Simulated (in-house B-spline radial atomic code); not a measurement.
**Hf⁺ in a hard spherical wall**

Aim: energy and levels of Hf⁺ squeezed by an impenetrable sphere of shrinking radius. More than one configuration is followed.

Program: in-house B-spline radial atomic code version 1. Level of theory: non-relativistic PBE, spin-polarised, spherical fractional occupations, point nucleus, basis-set limit. These are calculated values, not measurements, unless marked.

## 1. The atom as given

| Property | Result |
| --- | --- |
| element | hafnium (Z = 72) |
| charge | +1 |
| electrons | 71 |
| configuration | [Xe] 4f14 5d1 6s2 |
| Hamiltonian | non-relativistic |
| nucleus | point |

Outer shells as boxes (Hund's rule):

[Xe] 4f14 5d1 6s2
```
[Xe] core
4f [↑↓][↑↓][↑↓][↑↓][↑↓][↑↓][↑↓]
5d [↑ ][  ][  ][  ][  ]
6s [↑↓]
```

Where spins are not typed, each open shell is filled with up spins first.

Settings of the run:

```ini
Z = 72
electrons = 71.0
configuration = [Xe] 4f14 5d1 6s2
hamiltonian = nr
method = pbe,pbe
spin_polarised = True
```

This reference run was done before. Its total energy is -14324.693963 hartree, and its levels are (the highest eight at most):

| orbital | occupation | energy (eV) | <r> (bohr) |
| --- | --- | --- | --- |
| 5s down | 1 | -65.011 | 1.235 |
| 5p up | 3 | -43.497 | 1.381 |
| 5p down | 3 | -42.912 | 1.377 |
| 4f up | 7 | -33.271 | 0.6514 |
| 4f down | 7 | -33.179 | 0.6496 |
| 5d up | 1 | -12.392 | 2.069 |
| 6s up | 1 | -11.087 | 3.329 |
| 6s down | 1 | -10.726 | 3.374 |

## 2. Wall at 5.04 bohr, configuration [Xe] 4f14 5d1 6s2

The settings differ from step 1 so:

```diff
@@ -6 +6,2 @@
 spin_polarised = True
+wall_radius = 5.04
```

From the run's result record (rounded, not every field):

```text
{
  "status": "converged",
  "scf [iteration, energy, orbital gradient]": [
    [1, -14322.7115617, 0.903],
    [2, -14324.0633474, 0.199],
    [3, -14324.4385463, 0.0615],
    [4, -14324.5157545, 0.035],
    [5, -14324.4381548, 0.0663],
    [6, -14324.5380537, 0.0123],
    [7, -14324.5419018, 0.000156],
    [8, -14324.5419026, 5.99e-05],
    [9, -14324.5419027, 2.82e-06],
    [10, -14324.5419027, 6.62e-08]
  ],
  "energy [hartree]": {"total": -14324.5419027, "kinetic": 14321.6919721, "nuclear": -34095.1859033, "coulomb": 5741.83621628, "xc": -292.884187809},
  "orbitals [hartree, bohr; first row names the columns]": [
    ["name", "occ", "eps", "<r>"],
    ["1s up", 1.0, -2212.6249, 0.021045],
    ["1s down", 1.0, -2212.625, 0.021045],
    ["2s up", 1.0, -361.4949, 0.089029],
    ["2s down", 1.0, -361.49339, 0.089029],
    ["2p up", 3.0, -346.04893, 0.075343],
    ["2p down", 3.0, -346.04781, 0.075343],
    ["3s up", 1.0, -81.844868, 0.22676],
    ["3s down", 1.0, -81.84465, 0.22676],
    ["3p up", 3.0, -74.73959, 0.21674],
    ["3p down", 3.0, -74.739316, 0.21674],
    ["3d up", 5.0, -61.499149, 0.19044],
    ["3d down", 5.0, -61.498352, 0.19044],
    ["4s up", 1.0, -16.190228, 0.508],
    ["4s down", 1.0, -16.189397, 0.508],
    ["4p up", 3.0, -13.261486, 0.51659],
    ["4p down", 3.0, -13.260596, 0.51658],
    ["4d up", 5.0, -7.949128, 0.53765],
    ["4d down", 5.0, -7.9479485, 0.53759],
    ["5s up", 1.0, -2.3192945, 1.2396],
    ["5s down", 1.0, -2.3010575, 1.2368],
    ["5p up", 3.0, -1.5129719, 1.386],
    ["5p down", 3.0, -1.4914771, 1.3826],
    ["4f up", 7.0, -1.1308461, 0.65219],
    ["4f down", 7.0, -1.1274558, 0.65035],
    ["5d up", 1.0, -0.37675513, 1.9994],
    ["6s up", 1.0, -0.29346339, 2.8303],
    ["6s down", 1.0, -0.27666444, 2.8419]
  ],
  "sum_r [bohr^k]": {"-1": 473.5442, "1": 41.39414, "2": 52.80839},
  "pressure [GPa]": 18.02495,
  "energy_minus_base [hartree]": 0.152059814
}
```

It took 0.12 s on 1 thread, shared host.

energy_minus_base is the energy less that of the reference run. pressure is −dE/dV on the wall, from the slope of the orbitals there.

## 3. Wall at 2.73 bohr, configuration [Xe] 4f14 5d1 6s2

The settings differ from step 2 so:

```diff
@@ -6,2 +6,2 @@
 spin_polarised = True
-wall_radius = 5.04
+wall_radius = 2.73
```

Main fields:

```text
{
  "status": "converged",
  "scf [iteration, energy, orbital gradient]": [
    [1, -14318.5600848, 0.902],
    [2, -14320.3753119, 0.166],
    [3, -14320.5753033, 0.0567],
    [4, -14320.5957789, 0.0198],
    [5, -14320.5979633, 0.00599],
    [6, -14320.5982428, 0.000658],
    [7, -14320.5982461, 0.000363],
    [8, -14320.5982502, 1.36e-05],
    [9, -14320.5982502, 1.32e-07]
  ],
  "energy [hartree]": {"total": -14320.5982502, "kinetic": 14336.4121311, "nuclear": -34152.0662595, "coulomb": 5789.01449145, "xc": -293.958613245},
  "orbitals [hartree, bohr; first row names the columns]": [
    ["name", "occ", "eps", "<r>"],
    ["1s up", 1.0, -2211.8605, 0.021045],
    ["1s down", 1.0, -2211.8605, 0.021045],
    ["2s up", 1.0, -360.76368, 0.089032],
    ["2s down", 1.0, -360.761, 0.089032],
    ["2p up", 3.0, -345.31236, 0.075346],
    ["2p down", 3.0, -345.31034, 0.075345],
    ["3s up", 1.0, -81.1457, 0.22678],
    ["3s down", 1.0, -81.145135, 0.22678],
    ["3p up", 3.0, -74.038753, 0.21676],
    ["3p down", 3.0, -74.038093, 0.21676],
    ["3d up", 5.0, -60.794472, 0.19047],
    ["3d down", 5.0, -60.792936, 0.19047],
    ["4s up", 1.0, -15.50235, 0.50816],
    ["4s down", 1.0, -15.500646, 0.50816],
    ["4p up", 3.0, -12.574108, 0.51684],
    ["4p down", 3.0, -12.572298, 0.51682],
    ["4d up", 5.0, -7.264074, 0.53836],
    ["4d down", 5.0, -7.2617596, 0.53827],
    ["5s up", 1.0, -1.7498054, 1.2337],
    ["5s down", 1.0, -1.7233359, 1.2313],
    ["5p up", 3.0, -0.93753636, 1.3309],
    ["5p down", 3.0, -0.90822216, 1.3288],
    ["4f up", 7.0, -0.46442287, 0.65891],
    ["4f down", 7.0, -0.45863815, 0.65653],
    ["5d up", 1.0, 0.36950269, 1.5186],
    ["6s up", 1.0, 1.5077886, 1.6968],
    ["6s down", 1.0, 1.5316678, 1.6988]
  ],
  "sum_r [bohr^k]": {"-1": 474.3343, "1": 38.39772, "2": 38.45545},
  "pressure [GPa]": 2266.914,
  "energy_minus_base [hartree]": 4.09571236
}
```

Run time: 0.11 s. Hardware: 1 thread, shared host.

## 4. Wall at 5.04 bohr, configuration [Xe] 4f14 5d1 5f1 6s1

Settings of the run:

```ini
Z = 72
electrons = 71.0
configuration = [Xe] 4f14 5d1 5f1 6s1
hamiltonian = nr
method = pbe,pbe
spin_polarised = True
wall_radius = 5.04
```

Main fields:

```text
{
  "status": "converged",
  "scf [iteration, energy, orbital gradient]": [
    [1, -14322.1398554, 0.903],
    [2, -14323.4669879, 0.201],
    [3, -14323.8613137, 0.0628],
    [4, -14323.9416047, 0.0349],
    [5, -14323.8666534, 0.0657],
    [6, -14323.963955, 0.0122],
    [7, -14323.9676429, 0.000156],
    [8, -14323.9676438, 5.87e-05],
    [9, -14323.9676439, 2.96e-06],
    [10, -14323.9676439, 3.81e-07]
  ],
  "energy [hartree]": {"total": -14323.9676439, "kinetic": 14321.5359594, "nuclear": -34092.412436, "coulomb": 5739.80602471, "xc": -292.897192006},
  "orbitals [hartree, bohr; first row names the columns]": [
    ["name", "occ", "eps", "<r>"],
    ["1s up", 1.0, -2212.6602, 0.021045],
    ["1s down", 1.0, -2212.6598, 0.021045],
    ["2s up", 1.0, -361.52652, 0.089029],
    ["2s down", 1.0, -361.52464, 0.089029],
    ["2p up", 3.0, -346.08109, 0.075343],
    ["2p down", 3.0, -346.07964, 0.075342],
    ["3s up", 1.0, -81.873557, 0.22676],
    ["3s down", 1.0, -81.872484, 0.22676],
    ["3p up", 3.0, -74.7684, 0.21674],
    ["3p down", 3.0, -74.767318, 0.21674],
    ["3d up", 5.0, -61.52822, 0.19044],
    ["3d down", 5.0, -61.526767, 0.19044],
    ["4s up", 1.0, -16.220459, 0.50802],
    ["4s down", 1.0, -16.218388, 0.50802],
    ["4p up", 3.0, -13.291793, 0.51661],
    ["4p down", 3.0, -13.289627, 0.51659],
    ["4d up", 5.0, -7.979514, 0.53768],
    ["4d down", 5.0, -7.9769447, 0.5376],
    ["5s up", 1.0, -2.3478702, 1.2395],
    ["5s down", 1.0, -2.3232775, 1.2337],
    ["5p up", 3.0, -1.541423, 1.3867],
    ["5p down", 3.0, -1.5100672, 1.3753],
    ["4f up", 7.0, -1.1609156, 0.65214],
    ["4f down", 7.0, -1.1553722, 0.64934],
    ["5d up", 1.0, -0.4079706, 2.0085],
    ["5f up", 1.0, 0.2938557, 3.0599],
    ["6s up", 1.0, -0.33073751, 2.8307]
  ],
  "sum_r [bohr^k]": {"-1": 473.5057, "1": 41.59128, "2": 53.97307},
  "pressure [GPa]": 25.43055,
  "energy_minus_base [hartree]": 0.726318605
}
```

It took 0.14 s on 1 thread, shared host.

## 5. Wall at 2.73 bohr, configuration [Xe] 4f14 5d1 5f1 6s1

The settings differ from step 4 so:

```diff
@@ -6,2 +6,2 @@
 spin_polarised = True
-wall_radius = 5.04
+wall_radius = 2.73
```

Main fields:

```text
{
  "status": "converged",
  "scf [iteration, energy, orbital gradient]": [
    [1, -14318.2156913, 0.902],
    [2, -14320.0306658, 0.166],
    [3, -14320.2367957, 0.0564],
    [4, -14320.2575799, 0.0199],
    [5, -14320.2597321, 0.00616],
    [6, -14320.2600041, 0.00157],
    [7, -14320.2600512, 0.000332],
    [8, -14320.2600551, 1.18e-05],
    [9, -14320.2600551, 2.51e-07]
  ],
  "energy [hartree]": {"total": -14320.2600551, "kinetic": 14333.579203, "nuclear": -34149.104605, "coulomb": 5789.30302847, "xc": -294.037681589},
  "orbitals [hartree, bohr; first row names the columns]": [
    ["name", "occ", "eps", "<r>"],
    ["1s up", 1.0, -2211.886, 0.021045],
    ["1s down", 1.0, -2211.8833, 0.021045],
    ["2s up", 1.0, -360.76836, 0.08903],
    ["2s down", 1.0, -360.76365, 0.08903],
    ["2p up", 3.0, -345.3202, 0.075344],
    ["2p down", 3.0, -345.31624, 0.075344],
    ["3s up", 1.0, -81.135604, 0.22678],
    ["3s down", 1.0, -81.128501, 0.22677],
    ["3p up", 3.0, -74.029174, 0.21676],
    ["3p down", 3.0, -74.022373, 0.21675],
    ["3d up", 5.0, -60.785835, 0.19046],
    ["3d down", 5.0, -60.779454, 0.19045],
    ["4s up", 1.0, -15.503164, 0.50827],
    ["4s down", 1.0, -15.493421, 0.50827],
    ["4p up", 3.0, -12.575315, 0.51696],
    ["4p down", 3.0, -12.565333, 0.51693],
    ["4d up", 5.0, -7.2657356, 0.53854],
    ["4d down", 5.0, -7.2547642, 0.53838],
    ["5s up", 1.0, -1.75845, 1.236],
    ["5s down", 1.0, -1.7017774, 1.2269],
    ["5p up", 3.0, -0.94875256, 1.3341],
    ["5p down", 3.0, -0.88159423, 1.3227],
    ["4f up", 7.0, -0.46639146, 0.66032],
    ["4f down", 7.0, -0.44838645, 0.65522],
    ["5d up", 1.0, 0.35236247, 1.5224],
    ["5f up", 1.0, 1.8882696, 1.6669],
    ["6s up", 1.0, 1.483117, 1.6948]
  ],
  "sum_r [bohr^k]": {"-1": 474.2931, "1": 38.36008, "2": 38.26429},
  "pressure [GPa]": 1979.686,
  "energy_minus_base [hartree]": 4.43390742
}
```

Wall time 0.11 s (1 thread, shared host).

## 6. Wall at 5.04 bohr, configuration [Xe] 4f14 6s2 6f1

Settings of the run:

```ini
Z = 72
electrons = 71.0
configuration = [Xe] 4f14 6s2 6f1
hamiltonian = nr
method = pbe,pbe
spin_polarised = True
wall_radius = 5.04
```

Main fields:

```text
{
  "status": "converged",
  "scf [iteration, energy, orbital gradient]": [
    [1, -14321.1720093, 0.903],
    [2, -14322.470185, 0.201],
    [3, -14322.8685148, 0.0626],
    [4, -14322.9485032, 0.0338],
    [5, -14322.8834414, 0.0622],
    [6, -14322.9689822, 0.012],
    [7, -14322.9724679, 0.000148],
    [8, -14322.9724686, 4.49e-05],
    [9, -14322.9724687, 3.84e-06],
    [10, -14322.9724687, 3.68e-07]
  ],
  "energy [hartree]": {"total": -14322.9724687, "kinetic": 14322.660216, "nuclear": -34088.5627449, "coulomb": 5735.71269474, "xc": -292.782634544},
  "orbitals [hartree, bohr; first row names the columns]": [
    ["name", "occ", "eps", "<r>"],
    ["1s up", 1.0, -2212.7177, 0.021045],
    ["1s down", 1.0, -2212.7178, 0.021045],
    ["2s up", 1.0, -361.58513, 0.089029],
    ["2s down", 1.0, -361.58508, 0.089029],
    ["2p up", 3.0, -346.14026, 0.075342],
    ["2p down", 3.0, -346.14029, 0.075342],
    ["3s up", 1.0, -81.929196, 0.22676],
    ["3s down", 1.0, -81.92727, 0.22676],
    ["3p up", 3.0, -74.82405, 0.21674],
    ["3p down", 3.0, -74.822321, 0.21674],
    ["3d up", 5.0, -61.584117, 0.19044],
    ["3d down", 5.0, -61.582898, 0.19043],
    ["4s up", 1.0, -16.279038, 0.50807],
    ["4s down", 1.0, -16.277305, 0.50809],
    ["4p up", 3.0, -13.350513, 0.51667],
    ["4p down", 3.0, -13.348838, 0.51669],
    ["4d up", 5.0, -8.0385076, 0.53775],
    ["4d down", 5.0, -8.0368962, 0.53778],
    ["5s up", 1.0, -2.40217, 1.2359],
    ["5s down", 1.0, -2.3937622, 1.233],
    ["5p up", 3.0, -1.5913917, 1.3776],
    ["5p down", 3.0, -1.5797369, 1.3738],
    ["4f up", 7.0, -1.2194874, 0.65124],
    ["4f down", 7.0, -1.2171308, 0.65041],
    ["6s up", 1.0, -0.32355749, 2.8266],
    ["6s down", 1.0, -0.31159454, 2.8192],
    ["6f up", 1.0, 1.1257096, 2.7811]
  ],
  "sum_r [bohr^k]": {"-1": 473.4523, "1": 42.08602, "2": 57.02485},
  "pressure [GPa]": 63.96621,
  "energy_minus_base [hartree]": 1.72149384
}
```

Run time: 0.12 s. Hardware: 1 thread, shared host.

## 7. Wall at 2.73 bohr, configuration [Xe] 4f14 6s2 6f1

The settings differ from step 6 so:

```diff
@@ -6,2 +6,2 @@
 spin_polarised = True
-wall_radius = 5.04
+wall_radius = 2.73
```

Main fields:

```text
{
  "status": "converged",
  "scf [iteration, energy, orbital gradient]": [
    [1, -14313.7487195, 0.902],
    [2, -14315.5422109, 0.162],
    [3, -14315.7367591, 0.0592],
    [4, -14315.7580439, 0.0186],
    [5, -14315.7585955, 0.00847],
    [6, -14315.7577216, 0.0116],
    [7, -14315.761044, 0.00012],
    [8, -14315.7610447, 1.22e-05],
    [9, -14315.7610447, 4.8e-08]
  ],
  "energy [hartree]": {"total": -14315.7610447, "kinetic": 14341.1166592, "nuclear": -34153.4956027, "coulomb": 5790.601639, "xc": -293.983740193},
  "orbitals [hartree, bohr; first row names the columns]": [
    ["name", "occ", "eps", "<r>"],
    ["1s up", 1.0, -2211.8399, 0.021045],
    ["1s down", 1.0, -2211.8399, 0.021045],
    ["2s up", 1.0, -360.73209, 0.089031],
    ["2s down", 1.0, -360.73169, 0.08903],
    ["2p up", 3.0, -345.28381, 0.075344],
    ["2p down", 3.0, -345.2836, 0.075344],
    ["3s up", 1.0, -81.104789, 0.22679],
    ["3s down", 1.0, -81.095957, 0.22678],
    ["3p up", 3.0, -73.997599, 0.21677],
    ["3p down", 3.0, -73.989578, 0.21676],
    ["3d up", 5.0, -60.75277, 0.19047],
    ["3d down", 5.0, -60.746998, 0.19046],
    ["4s up", 1.0, -15.480933, 0.50834],
    ["4s down", 1.0, -15.47568, 0.50838],
    ["4p up", 3.0, -12.553316, 0.51708],
    ["4p down", 3.0, -12.548017, 0.51711],
    ["4d up", 5.0, -7.2447172, 0.53881],
    ["4d down", 5.0, -7.2388331, 0.53878],
    ["5s up", 1.0, -1.7557104, 1.2331],
    ["5s down", 1.0, -1.7342678, 1.2334],
    ["5p up", 3.0, -0.9425899, 1.3304],
    ["5p down", 3.0, -0.92142017, 1.3307],
    ["4f up", 7.0, -0.44966825, 0.6618],
    ["4f down", 7.0, -0.43999216, 0.66068],
    ["6s up", 1.0, 1.4926008, 1.7036],
    ["6s down", 1.0, 1.5201724, 1.6985],
    ["6f up", 1.0, 5.188971, 1.5148]
  ],
  "sum_r [bohr^k]": {"-1": 474.3541, "1": 38.4625, "2": 38.83905},
  "pressure [GPa]": 3367.735,
  "energy_minus_base [hartree]": 8.9329179
}
```

Run time: 0.11 s. Hardware: 1 thread, shared host.

## 8. Results against the radius

| configuration | radius (bohr) | energy above the free system (eV) | pressure (GPa) | highest level (eV) |
| --- | --- | --- | --- | --- |
| [Xe] 4f14 5d1 6s2 | 5.04 | 4.138 | 18 | -7.528 (6s down) |
| [Xe] 4f14 5d1 6s2 | 2.73 | 111.45 | 2267 | 41.679 (6s down) |
| [Xe] 4f14 5d1 5f1 6s1 | 5.04 | 19.764 | 25.4 | 7.996 (5f up) |
| [Xe] 4f14 5d1 5f1 6s1 | 2.73 | 120.65 | 1980 | 51.382 (5f up) |
| [Xe] 4f14 6s2 6f1 | 5.04 | 46.844 | 64 | 30.632 (6f up) |
| [Xe] 4f14 6s2 6f1 | 2.73 | 243.08 | 3368 | 141.20 (6f up) |

For [Xe] 4f14 5d1 6s2 the energy above the free reference is 4.138 eV at 5.04 bohr and 111.45 eV at 2.73 bohr, where the electrons press on it with 2267 GPa. Its highest level passes zero between 5.04 and 2.73 bohr; in smaller spheres the level is positive, pushed up by confinement, and the wall keeps the electron in. Of [Xe] 4f14 5d1 6s2 and [Xe] 4f14 5d1 5f1 6s1, the first stays lower at every radius that both share. At 2.73 bohr the lowest of all 3 is [Xe] 4f14 5d1 6s2. A hard wall is a crude model of an atom's surroundings.
